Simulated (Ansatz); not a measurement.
# GaCN (singlet): wave-function methods side by side, cc-pVTZ

The task here is to estimate one member of a computed series from the others.

Program: Ansatz 0.2.0, Gaussian basis. Level of theory: cc-pVTZ, core rule «outside noble gas», up to 16 orbitals frozen. These are calculated values, not measurements.

Plan: UHF; CCSD(T) on RHF; BCCD(T) on RHF; CCSDT(Q) on RHF; CASSCF and NEVPT2, 12 electrons in 12 orbitals.

5 further runs of the same task are left out: 2 for a known fault of the program, 3 set aside as unsound or not needed. Runs told in other sessions of the task aren't counted.

**The geometry**

The geometry is a PBE0/def2-TZVP stationary point (not a proven minimum). No spin-orbit coupling is included. The filled d shell of Ga may be among the frozen orbitals whatever the setting's name suggests.

3 atoms, charge 0, spin multiplicity 1.

Atoms are counted from 1 here; the program's logs count them from 0.

Bond lengths: Ga1–C2 2.079 Å, C2–N3 1.157 Å. Angles: Ga1–C2–N3 180.0°.

Set-up of the first run:

File in.yaml:

```yaml
crystal:
  periodic: [false, false, false]
  atoms:
    - {symbol: Ga, position_ang: [0.000000, 0.000000, 1.771733]}
    - {symbol: C, position_ang: [0.000000, 0.000000, -0.307167]}
    - {symbol: N, position_ang: [0.000000, 0.000000, -1.464567]}
basis:
  gaussian: {orbitals: cc-pVTZ}
magnetization: {spin_polarized: true, initial_magnetization: 0}
hamiltonian: {xc: hf}
output: {orbitals: {seedname: orbitals}}
```

Launch:

```
ansatz run in.yaml --threads 1 --pin off --events-out ev --progress --plain --max-ram 4096MiB --backend cpu
```

Steps of the session up to this table: UHF; CCSD(T) on RHF; BCCD(T) on RHF; CCSDT(Q) on RHF; CASSCF and NEVPT2, 12 electrons in 12 orbitals.

One of the session's tables, all rows but one given; the rest of the session is left out.

```
        method  from RCCSDT(Q) (kcal/mol)
           RHF                    +259.44
          RMP2                          ?
         RCCSD                     +14.11
      RCCSD(T)                      +1.12
       BCCD(T)                      +1.05
        RCCSDT                      +1.21
     RCCSDT(Q)                          0
CASSCF valence                    +149.82
NEVPT2 valence                     +27.43
```

Q: Estimate the row for RMP2 from the others.

**Answer.** from RCCSDT(Q) (kcal/mol): +20.62. In the column «from RCCSDT(Q) (kcal/mol)» it lies between RCCSD (+14.11) and NEVPT2 valence (+27.43).

With the free atoms at the same levels and basis (separate runs), the atomisation energy is 11.993 eV at RCCSDT(Q), 11.976 eV at RCCSD(T), 7.593 eV at RHF.
